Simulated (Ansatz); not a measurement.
# BClH₆Si₂: basis-set convergence

An exercise on one series of results from a longer session: the logs are not shown, and one member is left open.

Computed with Ansatz 0.2.0, Gaussian basis. Level: one geometry, several basis sets.

The runs, in order: PBE0-D4/def2-SVP; ωB97M-V/def2-SVP; PBE0-D4/def2-QZVPP; ωB97M-V/def2-QZVPP; the functionals' def2-TZVPP values are taken from earlier runs.

## The relaxed structure

All runs share one geometry, relaxed beforehand with PBE0-D4 in a triple-zeta def2 set.

SMILES `B[SiH]([SiH3])Cl`, 10 atoms, charge 0, spin multiplicity 1.

Atoms are counted from 1 here; the program's logs count them from 0.

Bond lengths: B1–Si2 1.990 Å, B1–H5 1.193 Å, B1–H6 1.197 Å, Si2–Si3 2.353 Å, Si2–Cl4 2.073 Å, Si2–H7 1.489 Å, Si3–H8 1.486 Å, Si3–H9 1.486 Å, Si3–H10 1.488 Å. Angles: Si2–B1–H5 123.0°, Si2–B1–H6 118.3°, H5–B1–H6 118.6°, B1–Si2–Si3 107.4°, B1–Si2–Cl4 114.0°, B1–Si2–H7 112.2°, Si3–Si2–Cl4 107.5°, Si3–Si2–H7 108.3°, Cl4–Si2–H7 107.1°, Si2–Si3–H8 110.0°, Si2–Si3–H9 109.3°, Si2–Si3–H10 109.7°, H8–Si3–H9 109.3°, H8–Si3–H10 109.1°, H9–Si3–H10 109.5°.

Set-up of the first run:

in.yaml reads:

```yaml
crystal:
  periodic: [false, false, false]
  atoms:
    - {symbol: B, position_ang: [-1.141282, 1.447066, -0.624407]}
    - {symbol: Si, position_ang: [0.017941, -0.143611, -0.915971]}
    - {symbol: Si, position_ang: [0.855791, -0.799980, 1.182101]}
    - {symbol: Cl, position_ang: [-0.973122, -1.772140, -1.729525]}
    - {symbol: H, position_ang: [-2.333267, 1.394210, -0.644476]}
    - {symbol: H, position_ang: [-0.618493, 2.485169, -0.340003]}
    - {symbol: H, position_ang: [1.171312, 0.157645, -1.807666]}
    - {symbol: H, position_ang: [-0.268972, -1.091098, 2.109162]}
    - {symbol: H, position_ang: [1.686293, -2.021606, 1.019191]}
    - {symbol: H, position_ang: [1.686898, 0.293145, 1.754492]}
basis:
  gaussian: {orbitals: def2-SVP}
hamiltonian: {xc: pbe0, dispersion: d4}
output: {orbitals: {seedname: orbitals}}
```

Command:

```
> ansatz run in.yaml --threads 2 --pin off --events-out ev --progress --plain --max-ram 4352MiB
```

Steps of the session up to this table: PBE0-D4 in def2-SVP; ωB97M-V in def2-SVP; PBE0-D4 in def2-QZVPP; ωB97M-V in def2-QZVPP.

One table of the session follows, with a row left open; its other results are not shown here.

It belongs to the step «Density functionals: the series». 

| functional | basis | HOMO (eV) | LUMO (eV) |
| --- | --- | --- | --- |
| PBE0-D4 | def2-SVP | -7.79 | -2.73 |
| PBE0-D4 | def2-TZVPP | -7.83 | -2.76 |
| PBE0-D4 | def2-QZVPP | ? | ? |
| ωB97M-V | def2-SVP | -9.77 | -0.72 |
| ωB97M-V | def2-TZVPP | -9.85 | -0.84 |
| ωB97M-V | def2-QZVPP | -9.86 | -0.89 |

**Question.** Estimate the row for PBE0-D4, def2-QZVPP.

**Answer.** HOMO (eV): -7.84; LUMO (eV): -2.78. In the column «HOMO (eV)» it lies between ωB97M-V, def2-SVP (-9.77) and PBE0-D4, def2-TZVPP (-7.83).
